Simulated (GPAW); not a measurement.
# Sn3Te (I4/mmm) in GPAW: further runs

Aim: see how the results for Sn3Te move with the level of theory and the settings. Levels: PBEsol, LDA. Tasks: band structure.

Everything below comes from runs of GPAW 26.7.0. Logs are shortened: lines on timing, memory, paths and dates and some standing lists are left out, and cuts for length are marked. The log counts tension as positive stress, the text compression.

## Step 1: The structure

Symmetry: I4/mmm, No. 139, tetragonal system. The conventional cell has a = 4.602 Å, b = 4.602 Å, c = 11.033 Å, α = 90.00°, β = 90.00°, γ = 90.00°. Te (site symmetry 4/mmm) has 12 Sn at 3.25 to 3.59 Å as nearest neighbours. Around Sn (site symmetry 4/mmm) lie 4 Te at 3.25 Å and 8 Sn at 3.59 Å. Around Sn (site symmetry -4m2) lie 8 Sn at 3.25 to 3.59 Å and 4 Te at 3.59 Å.

The cell comes from a database or a generator and needn't be the stable form of this composition.

## Step 2: Band structure, PBEsol

Contents of run.py:

```python
from ase import Atoms
from ase.dft.bandgap import bandgap
from ase.io import write
from ase.units import GPa
from gpaw import GPAW, PW, setup_paths

setup_paths.insert(0, '.')

atoms = Atoms(['Te', 'Sn', 'Sn', 'Sn'],
              cell=[[-2.300904, 2.300904, 5.516494],
                    [2.300904, -2.300904, 5.516494],
                    [2.300904, 2.300904, -5.516494]],
              scaled_positions=[[0.0, 0.0, 0.0],
                                [0.5, 0.5, 0.0],
                                [0.25, 0.75, 0.5],
                                [0.75, 0.25, 0.5]],
              pbc=True)

calc = GPAW(mode=PW(600),
            xc='PBEsol',
            kpts={'size': (6, 6, 6), 'gamma': True},
            occupations={'name': 'fermi-dirac', 'width': 0.05},
            nbands=38,
            convergence={'density': 1e-05, 'energy': 1e-05},
            maxiter=150,
            txt='gpaw.txt')
atoms.calc = calc
energy = atoms.get_potential_energy()
forces = atoms.get_forces()
stress = atoms.get_stress()
calc.write('gs.gpw')
write('result.traj', atoms)
print(f'Energy: {energy:.6f} eV')
print('Forces (eV/A):')
print(forces.round(4))
print('Stress (GPa):', (stress / GPa).round(3))
print('Fermi level:', round(calc.get_fermi_level(), 4), 'eV')
print(f'Gap: {bandgap(calc)[0]:.4f} eV, direct: {bandgap(calc, direct=True)[0]:.4f} eV')

path = atoms.cell.bandpath('GXYSGZS1NPY1Z,XP', npoints=60, eps=1e-4)
bs_calc = calc.fixed_density(kpts=path, symmetry='off', nbands=60,
                             convergence={'bands': 'CBM+6.0', 'eigenstates': 1e-6}, txt='bands.txt')
bs = bs_calc.band_structure()
bs.write('bs.json')
print(f'Gap on the path: {bandgap(bs_calc)[0]:.4f} eV')
```

Potentials or basis: PAW data sets generated in the run's folder for this functional, pw.

Run with:

```bash
> gpaw-setup -f PBEsol Sn Te
> OMP_NUM_THREADS=1 python run.py
```

gpaw.txt:

```text
__  _  _
 | _ |_)|_||  |
 |__||  | ||/\| - 26.7.0

Input parameters:
  mode=PW(ecut=600.0),
  convergence={'density': 1e-05, 'energy': 1e-05},
  kpts=MonkhorstPack(size=(6, 6, 6), gamma=True),
  maxiter=150,
  nbands=38,
  occupations=Occupations(name='fermi-dirac', width=0.05),
  xc=XC(name='PBEsol')

Diagonalizing LCAO Hamiltonian
Converting LCAO to pw mode

       Sn

        Sn

             Sn

       Te

Atoms  # Å, Bohr magnetons
|   | symbol |        x |        y |        z |    initial magnetic moments |
|---|--------|----------|----------|----------|-----------------------------|
| 0 |     Te | 0.000000 | 0.000000 | 0.000000 | ( 0.0000,  0.0000,  0.0000) |
| 1 |     Sn | 0.000000 | 0.000000 | 5.516494 | ( 0.0000,  0.0000,  0.0000) |
| 2 |     Sn | 2.300904 | 0.000000 | 2.758247 | ( 0.0000,  0.0000,  0.0000) |
| 3 |     Sn | 0.000000 | 2.300904 | 2.758247 | ( 0.0000,  0.0000,  0.0000) |

Unit cell  # Å
| periodic |         x |         y |         z |  lengths |     angles |
|----------|-----------|-----------|-----------|----------|------------|
|      yes | -2.300904 |  2.300904 |  5.516494 | 6.404688 | 137.891331 |
|      yes |  2.300904 | -2.300904 |  5.516494 | 6.404688 | 137.891331 |
|      yes |  2.300904 |  2.300904 | -5.516494 | 6.404688 |  61.069470 |

Number of symmetries: 16
Symmetry operations  # r_c * U_cc + t_c -> r_c
|    | kind |            matrix            |
|----|------|------------------------------|
|  0 |  σ   |  1, 1, 1,  0, 0,-1,  0,-1, 0 |
|  1 |  C4  |  1, 1, 1,  0, 0,-1, -1, 0, 0 |
|  2 |  E   |  1, 0, 0,  0, 1, 0,  0, 0, 1 |
|  3 |  σ   |  1, 0, 0,  0, 1, 0, -1,-1,-1 |
|  4 |  σ   |  0, 1, 0,  1, 0, 0,  0, 0, 1 |
|  5 |  C2  |  0, 1, 0,  1, 0, 0, -1,-1,-1 |
|  6 |  C2  |  0, 0, 1, -1,-1,-1,  1, 0, 0 |
|  7 |  S4  |  0, 0, 1, -1,-1,-1,  0, 1, 0 |
|  8 |  C4  |  0, 0,-1,  1, 1, 1,  0,-1, 0 |
|  9 |  σ   |  0, 0,-1,  1, 1, 1, -1, 0, 0 |
| 10 |  σ   |  0,-1, 0, -1, 0, 0,  1, 1, 1 |
| 11 |  C2  |  0,-1, 0, -1, 0, 0,  0, 0,-1 |
| 12 |  C2  | -1, 0, 0,  0,-1, 0,  1, 1, 1 |
| 13 |  i   | -1, 0, 0,  0,-1, 0,  0, 0,-1 |
| 14 |  S4  | -1,-1,-1,  0, 0, 1,  1, 0, 0 |
| 15 |  C2  | -1,-1,-1,  0, 0, 1,  0, 1, 0 |

BZ-sampling:
  Number of BZ points: 216
  Number of IBZ points: 30

  Monkhorst-Pack size: [6, 6, 6]
  Monkhorst-Pack shift: [0.08333333333333333, 0.08333333333333333, 0.08333333333333333]

K-points  # in reciprocal-cell coordinates
|     |                                coordinates |     weight |
|-----|--------------------------------------------|------------|
|   0 | (  0.00000000,   0.00000000,   0.00000000) | 0.00462963 |
|   1 | (  0.16666667,  -0.16666667,   0.00000000) | 0.01851852 |
|   2 | (  0.16666667,  -0.16666667,   0.16666667) | 0.01851852 |
|   3 | (  0.16666667,   0.00000000,   0.00000000) | 0.03703704 |
|   4 | (  0.16666667,   0.16666667,  -0.16666667) | 0.00925926 |
|   5 | (  0.33333333,  -0.33333333,   0.00000000) | 0.01851852 |
|   6 | (  0.33333333,  -0.33333333,   0.16666667) | 0.03703704 |
|   7 | (  0.33333333,  -0.33333333,   0.33333333) | 0.01851852 |
|   8 | (  0.33333333,  -0.16666667,   0.00000000) | 0.07407407 |
|   9 | (  0.33333333,  -0.16666667,   0.16666667) | 0.03703704 |
| ... |                                            |            |
|  29 | (  0.50000000,   0.50000000,   0.50000000) | 0.00462963 |

Plane wave coefficients: 3922
Cutoff: 600.0 eV

Spin-components: 1 (collinear spins)
Bands:           38
Projectors:      23
Spin-degeneracy: 2
Datatype:        complex128

Parallelization:
  kpt:    1
  domain: 1
  band:   1

Density:
  Valence electrons: 48.0
  Components: 1
  Grid points: [40 40 40]
  Charge: 0.0  # |e|

Potential:
  Grid points: [40 40 40]

species:
  Te:
    name:    Tellurium
    Z:       52.0
    valence: 6
    core:    46
    charge:  0.0  # [|e|]
    compensation charges:
      type: gauss
      rc: 0.36  # [Å]
      lmax: 2
    cutoffs:
      filter: 2.09  # [Å]
      core: 3.17  # [Å]
    projectors
    | kind |    occ | energy [eV] | rcut [Å] |
    |------|--------|-------------|----------|
    |   5s |  2.000 |     -15.132 |    1.180 |
    |   5p |  4.000 |      -5.970 |    1.196 |
    |    s |        |      12.080 |    1.180 |
    |    p |        |      21.241 |    1.196 |
    |    d |        |       0.000 |    1.238 |

    Using partial waves for Te as LCAO basis

  Sn:
    name:    Tin
    Z:       50.0
    valence: 14
    core:    36
    charge:  0.0  # [|e|]
    compensation charges:
      type: gauss
      rc: 0.38  # [Å]
      lmax: 2
    cutoffs:
      filter: 2.23  # [Å]
      core: 2.35  # [Å]
    projectors
    | kind |    occ | energy [eV] | rcut [Å] |
    |------|--------|-------------|----------|
    |   5s |  2.000 |     -10.584 |    1.201 |
    |   5p |  2.000 |      -3.711 |    1.270 |
    |   4d | 10.000 |     -25.798 |    1.185 |
    |    s |        |      16.628 |    1.201 |
    |    p |        |      23.501 |    1.270 |
    |    d |        |       1.413 |    1.185 |

    Using partial waves for Sn as LCAO basis

Reference energy: -688519.618615  # eV

eigensolver:
[... 26 lines left out ...]
convergence criteria:
- Maximum integral of absolute [dens]ity change: 1e-05 electrons / valence electron
- Maximum [total energy] change in last 3 cyles: 1e-05 eV / valence electron
- Maximum integral of absolute [eigenst]ate change: 4e-08 eV^2 / valence electron
maximum number of iterations: 150

SCF iterations
|iter     | |      energy | eigst |  dens |
|---------|-|-------------|-------|-------|
|iter:   1| |  -16.716684 | +0.19 |       |
|iter:   2| |  -16.796926 | -1.78 | -1.68 |
|iter:   3| |  -16.764738 | -2.55 | -1.70 |
|iter:   4| |  -16.744072 | -3.14 | -2.09 |
|iter:   5| |  -16.740900 | -4.42 | -2.50 |
|iter:   6| |  -16.740817 | -5.01 | -2.82 |
|iter:   7| |  -16.740725c| -5.45 | -3.20 |
|iter:   8| |  -16.740740c| -6.37 | -3.82 |
|iter:   9| |  -16.740740c| -7.42c| -4.51 |
|iter:  10| |  -16.740740c| -7.69c| -5.04c|

Converged in 10 steps
Energy contributions relative to reference atoms: (reference = -688519.618615)

Energy contributions:
  Kinetic:          10.824603
  Coulomb:         -12.147145
  Zero:              0.102952
  External:          0.000000
  Xc:              -15.508789
  Entropy:          -0.024721
  Spinorbit:         0.000000
  ----------------------------
  Free energy:     -16.753100
  Extrapolated:    -16.740740

dipole moment: (-17.668980, -17.668980, -4.881595)  # |e|*Ang

Fermi level: 6.712
Eigenvalues  # (at kpt = [0.000, 0.000, 0.000])
| band index |      eig [eV] | occ [0-2] |
|------------|---------------|-----------|
|          0 |       -14.960 |     2.000 |
|        ... |               |           |
|         17 |         1.146 |     2.000 |
|         18 |         1.888 |     2.000 |
|         19 |         2.609 |     2.000 |
|         20 |         3.596 |     2.000 |
|         21 |         3.596 |     2.000 |
|         22 |         5.043 |     2.000 |
[... 8 lines left out ...]
|         31 |        13.044 |     0.000 |
|         32 |        13.058 |     0.000 |
|        ... |               |           |
|         37 |        16.224 |     0.000 |

No gap
No difference between direct/indirect transitions

Forces  # eV/Ang
|        x |       y |       z |
|----------|---------|---------|
|  0.00000 | 0.00000 | 0.00000 |  # Te   0
| -0.00000 | 0.00000 | 0.00000 |  # Sn   1
|  0.00000 | 0.00000 | 0.00000 |  # Sn   2
|  0.00000 | 0.00000 | 0.00000 |  # Sn   3

Stress tensor  # eV/Ang^3
|         x |         y |         z |
|-----------|-----------|-----------|
|  0.020743 |  0.000000 | -0.000000 |
|  0.000000 |  0.020743 | -0.000000 |
| -0.000000 | -0.000000 |  0.014208 |

# Writing to gs.gpw (mode='')
```

Wall time 6.5 min (1 thread of Arm Neoverse V2, shared host); peak memory 0.65 GiB.

Results:

- Free energy: -16.7531 eV
- Pressure: -3.0 GPa
- Band gap along the path: none (metal or under the smearing width)

Levels at the corners of the path, in eV from the Fermi level:
| point | band 22 | band 23 | band 24 | band 25 | band 26 | band 27 |
| --- | --- | --- | --- | --- | --- | --- |
| Γ | -3.12 | -1.67 | -1.67 | -0.38 | 0.33 | 2.59 |
| X | -3.23 | -2.50 | -1.60 | -0.55 | 2.48 | 2.60 |
| Y | -3.16 | -2.41 | -1.49 | -0.44 | 2.25 | 2.29 |
| S | -1.33 | -0.58 | -0.34 | -0.20 | 1.09 | 1.10 |
| Γ | -3.12 | -1.67 | -1.67 | -0.38 | 0.33 | 2.59 |
| Z | -1.09 | -0.21 | -0.21 | 0.46 | 1.47 | 1.92 |
| S1 | -1.33 | -0.58 | -0.34 | -0.20 | 1.09 | 1.10 |
| N | -1.96 | -0.91 | -0.71 | 0.60 | 0.98 | 1.00 |
| P | -4.07 | -3.78 | -0.15 | 1.02 | 1.02 | 1.29 |
| Y1 | -3.16 | -2.41 | -1.49 | -0.44 | 2.25 | 2.29 |
| Z | -1.09 | -0.21 | -0.21 | 0.46 | 1.47 | 1.92 |
| X | -3.23 | -2.50 | -1.60 | -0.55 | 2.48 | 2.60 |
| P | -4.07 | -3.78 | -0.15 | 1.02 | 1.02 | 1.29 |

Caveat: spin-orbit coupling is left out, which moves the levels of the heavy elements.

## Step 3: Band structure, LDA

Edit run.py of step 2 so:

```diff
@@ -4,5 +4,3 @@
 from ase.units import GPa
-from gpaw import GPAW, PW, setup_paths
-
-setup_paths.insert(0, '.')
+from gpaw import GPAW, PW
 
@@ -19,3 +17,3 @@
 calc = GPAW(mode=PW(600),
-            xc='PBEsol',
+            xc='LDA',
             kpts={'size': (6, 6, 6), 'gamma': True},
```

Potentials or basis: the program's PAW data sets (release 1.2.1) made for this functional, pw.

Run with:

```bash
> OMP_NUM_THREADS=1 python run.py
```

Run time: 6.5 min. Hardware: 1 thread of Arm Neoverse V2, shared host; peak memory 0.65 GiB.

It converged, with:

* Free energy: -17.6787 eV
* Pressure: -4.1 GPa
* Band gap along the path: none (metal or under the smearing width)

Stress tensor (GPa, compression positive):
```
-4.56  0.00  0.00
 0.00 -4.56  0.00
 0.00  0.00 -3.09
```

Levels at the corners of the path, in eV from the Fermi level:
```tsv
point	band 20	band 21	band 22	band 23	band 24	band 25	band 26	band 27	band 28	band 29
Γ	-4.23	-3.08	-3.08	-1.65	-1.65	-0.34	0.37	2.56	2.56	5.08
X	-5.20	-4.62	-3.24	-2.49	-1.56	-0.52	2.45	2.57	4.70	5.00
Y	-4.62	-3.95	-3.17	-2.40	-1.45	-0.42	2.22	2.27	4.11	4.52
S	-2.58	-2.42	-1.31	-0.59	-0.37	-0.18	1.05	1.10	1.68	2.20
Γ	-4.23	-3.08	-3.08	-1.65	-1.65	-0.34	0.37	2.56	2.56	5.08
Z	-3.74	-3.74	-1.09	-0.21	-0.21	0.43	1.44	1.90	3.37	3.37
S1	-2.58	-2.42	-1.31	-0.59	-0.37	-0.18	1.05	1.10	1.68	2.20
N	-2.44	-2.24	-1.95	-0.91	-0.69	0.61	0.96	1.01	1.15	1.60
P	-4.32	-4.32	-4.04	-3.74	-0.15	1.02	1.02	1.30	4.74	4.74
Y1	-4.62	-3.95	-3.17	-2.40	-1.45	-0.42	2.22	2.27	4.11	4.52
Z	-3.74	-3.74	-1.09	-0.21	-0.21	0.43	1.44	1.90	3.37	3.37
X	-5.20	-4.62	-3.24	-2.49	-1.56	-0.52	2.45	2.57	4.70	5.00
P	-4.32	-4.32	-4.04	-3.74	-0.15	1.02	1.02	1.30	4.74	4.74
```

Caveat: spin-orbit coupling is left out, which moves the levels of the heavy elements.

## Step 4: For comparison

An earlier run on the cell as given: functional PBEsol; potentials or basis PAW data sets generated in the run's folder for this functional; cutoff 600 eV; basis pw; k mesh 8 × 8 × 8; occupations fermi-dirac, width 0.05 eV; no spin polarisation.

* Pressure: -3.3 GPa
* Band gap on the k mesh: none (metal or under the smearing width)

## Step 5: The runs side by side

```tsv
task	level	potentials or basis	k mesh	band path	band points	pressure (GPa)
band structure	PBEsol	PAW data sets generated in the run's folder for this functional, pw	6 × 6 × 6	GXYSGZS1NPY1Z,XP	60	-3.0
band structure	LDA	the program's PAW data sets (release 1.2.1) made for this functional, pw	6 × 6 × 6	GXYSGZS1NPY1Z,XP	60	-4.1
single point	PBEsol	PAW data sets generated in the run's folder for this functional, pw	8 × 8 × 8	-	-	-3.3
```

Alike in all rows: no spin polarisation; cell as given; cutoff (eV) 600; smearing fermi-dirac 0.05 eV.

Caveats: spin-orbit coupling is left out, which moves the levels of the heavy elements (some runs).

Absolute energies hang on the potentials; compare differences alone.
